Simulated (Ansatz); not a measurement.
# Si16Ge: the cost of one run

Program: Ansatz 0.2.0. Level of theory: DFT PBEsol, plane waves, PAW, scalar-relativistic, no spin polarisation. These are calculated values, not measurements.

1 further run of the same task is left out (it didn't finish).

## 1. The structure to begin with

The cell holds 17 atoms (GeSi16): a = 7.679 Å, b = 7.679 Å, c = 7.679 Å, α = 60.00°, β = 60.00°, γ = 60.00°.

The coordinates stand in the first input below.

## 2. Relaxing end A

File input.yaml:

```yaml
crystal:
  lattice:
    - [0.0, 5.43, 5.43]
    - [5.43, 0.0, 5.43]
    - [5.43, 5.43, 0.0]
  atoms:
    - { symbol: Si, position: [0.0, 0.0, 0.0] }
    - { symbol: Si, position: [0.125, 0.125, 0.125] }
    - { symbol: Si, position: [0.0, 0.0, 0.5] }
    - { symbol: Si, position: [0.125, 0.125, 0.625] }
    - { symbol: Si, position: [0.0, 0.5, 0.0] }
    - { symbol: Si, position: [0.125, 0.625, 0.125] }
    - { symbol: Si, position: [0.0, 0.5, 0.5] }
    - { symbol: Si, position: [0.125, 0.625, 0.625] }
    - { symbol: Si, position: [0.5, 0.0, 0.0] }
    - { symbol: Si, position: [0.625, 0.125, 0.125] }
    - { symbol: Si, position: [0.5, 0.0, 0.5] }
    - { symbol: Si, position: [0.625, 0.125, 0.625] }
    - { symbol: Si, position: [0.5, 0.5, 0.0] }
    - { symbol: Si, position: [0.625, 0.625, 0.125] }
    - { symbol: Si, position: [0.5, 0.5, 0.5] }
    - { symbol: Si, position: [0.625, 0.625, 0.625] }
    - { symbol: Ge, position: [0.366505, 0.8819127, 0.8699674] }
basis:
  ecutwfc: 420.0
kpoints:
  mp_grid: { grid: [2, 2, 2] }
hamiltonian:
  xc: pbesol
  pseudopotentials: { kind: paw, azcp: { folder: soft_1 } }
scf:
  occupations: { method: gaussian, width: 0.05 }
  lower_state_search: "off"
relax:
  f_tol: 0.03
  max_steps: 60
  adjacent_minimum: "off"
output:
  write_density: true
  write_potential: true
  elf: true
  volumetric_format: npy
```

On the command line:

```console
$ ansatz run input.yaml --threads 1 --pin off --max-ram 3072MiB --backend cpu --events-out ev --progress --plain --runs-dir out
```

Q: Estimate wall time and peak memory on 1 thread of Arm Neoverse V2, shared host.

About 30 s, with a peak of 0.55 GiB.
